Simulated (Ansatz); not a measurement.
**C₂H₁₂N₄Ti: up Jacob's ladder to CCSD(T)**

One table from this session's results is given with a row withheld; the runs are named, their logs left out.

The runs use Ansatz 0.2.0, Gaussian basis; functionals in def2-TZVPP, the program's frozen cores in correlated methods.

Plan: LDA (SPW92), PBE-D4, revPBE-D4, BLYP-D4, r2SCAN-D4, B97M-V, PBE0-D4, B3LYP-D4, r2SCANh-D4, r2SCAN0-D4, HSE06-D4, BHLYP-D4, CAM-B3LYP-D4, LC-ωPBE, ωB97X-V, ωB97M-V, B2PLYP, PBE-QIDH; CCSD(T)/def2-SVP; CCSD(T)/def2-TZVPP; MP2/def2-QZVPP; extrapolation to the limit; RPA on PBE.

## The geometry

An earlier PBE0-D4 in a triple-zeta def2 set relaxation fixed the geometry.

19 atoms, charge 0, spin multiplicity 1.

Atoms are counted from 1 here; the program's logs count them from 0.

Bond lengths: C1–N2 1.437 Å, C1–H8 1.100 Å, C1–H9 1.090 Å, C1–H10 1.100 Å, N2–C3 1.443 Å, N2–Ti4 1.876 Å, C3–H11 1.100 Å, C3–H12 1.096 Å, C3–H13 1.100 Å, Ti4–N5 1.905 Å, Ti4–N6 1.896 Å, Ti4–N7 1.905 Å, N5–H14 1.010 Å, N5–H15 1.011 Å, N6–H16 1.010 Å, N6–H17 1.010 Å, N7–H18 1.011 Å, N7–H19 1.010 Å. Angles: N2–C1–H8 111.4°, N2–C1–H9 110.0°, N2–C1–H10 111.4°, H8–C1–H9 108.4°, H8–C1–H10 107.1°, H9–C1–H10 108.4°, C1–N2–C3 113.7°, C1–N2–Ti4 132.2°, C3–N2–Ti4 114.1°, N2–C3–H11 111.6°, N2–C3–H12 110.8°, N2–C3–H13 111.6°, H11–C3–H12 107.4°, H11–C3–H13 107.6°, H12–C3–H13 107.5°, N2–Ti4–N5 108.0°, N2–Ti4–N6 108.7°, N2–Ti4–N7 107.9° and more.

The first run:

in.yaml

```yaml
crystal:
  periodic: [false, false, false]
  atoms:
    - {symbol: C, position_ang: [1.366554, -1.715244, 0.243411]}
    - {symbol: N, position_ang: [0.755041, -0.508007, -0.238735]}
    - {symbol: C, position_ang: [1.446554, 0.087429, -1.356166]}
    - {symbol: Ti, position_ang: [-0.768785, 0.438052, 0.310171]}
    - {symbol: N, position_ang: [-0.210238, 2.159493, 0.904935]}
    - {symbol: N, position_ang: [-1.552662, -0.471769, 1.777875]}
    - {symbol: N, position_ang: [-2.014889, 0.428898, -1.130795]}
    - {symbol: H, position_ang: [2.399285, -1.536054, 0.577644]}
    - {symbol: H, position_ang: [0.796628, -2.111530, 1.083524]}
    - {symbol: H, position_ang: [1.408761, -2.484685, -0.541793]}
    - {symbol: H, position_ang: [1.487334, -0.594731, -2.218089]}
    - {symbol: H, position_ang: [0.940465, 1.001989, -1.684871]}
    - {symbol: H, position_ang: [2.480542, 0.357832, -1.095990]}
    - {symbol: H, position_ang: [0.747785, 2.474086, 0.960357]}
    - {symbol: H, position_ang: [-0.826794, 2.925081, 1.140431]}
    - {symbol: H, position_ang: [-2.319767, -1.124066, 1.702280]}
    - {symbol: H, position_ang: [-1.385334, -0.241801, 2.746838]}
    - {symbol: H, position_ang: [-2.860101, 0.981104, -1.178803]}
    - {symbol: H, position_ang: [-1.890380, -0.066078, -2.002233]}
basis:
  gaussian: {orbitals: def2-TZVPP}
hamiltonian: {xc: lda}
output: {orbitals: {seedname: orbitals}}
```

Launch:

```console
$ ansatz run in.yaml --threads 4 --pin off --events-out ev --progress --plain --max-ram 66560MiB --backend cuda --devices 0, --max-vram 37GiB
```

Steps of the session up to this table: LDA; PBE-D4 (GGA); revPBE-D4 (GGA); BLYP-D4 (GGA); r2SCAN-D4 (meta-GGA); B97M-V (meta-GGA); PBE0-D4 (hybrid); B3LYP-D4 (hybrid); r2SCANh-D4 (hybrid); r2SCAN0-D4 (hybrid); HSE06-D4 (hybrid); BHLYP-D4 (hybrid); CAM-B3LYP-D4 (range-separated); LC-ωPBE (range-separated); ωB97X-V (range-separated); ωB97M-V (range-separated); B2PLYP (double hybrid); PBE-QIDH (double hybrid).

One table of the session follows, with a row left open; its other results are not shown here.

It belongs to the step «Orbital energies across the functionals». 

| functional | HOMO (eV) | gap (eV) |
| --- | --- | --- |
| LDA (SPW92) | -5.17 | 3.46 |
| PBE-D4 | -5.04 | 3.54 |
| revPBE-D4 | -4.98 | 3.57 |
| BLYP-D4 | -4.93 | 3.53 |
| r2SCAN-D4 | -5.25 | 3.88 |
| B97M-V | -5.38 | 3.95 |
| PBE0-D4 | -6.28 | 5.81 |
| B3LYP-D4 | -6.09 | 5.33 |
| r2SCANh-D4 | -5.72 | 4.74 |
| r2SCAN0-D4 | -6.44 | 6.06 |
| HSE06-D4 | -5.88 | 5.03 |
| BHLYP-D4 | -7.47 | 8.13 |
| CAM-B3LYP-D4 | -7.65 | 8.28 |
| LC-ωPBE | -8.96 | 10.77 |
| ωB97X-V | -8.65 | 10.37 |
| ωB97M-V | ? | ? |

Q: Estimate the row for ωB97M-V from the others.

**Answer.** HOMO (eV): -8.58; gap (eV): 9.87. In the column «HOMO (eV)» it lies between ωB97X-V (-8.65) and CAM-B3LYP-D4 (-7.65).
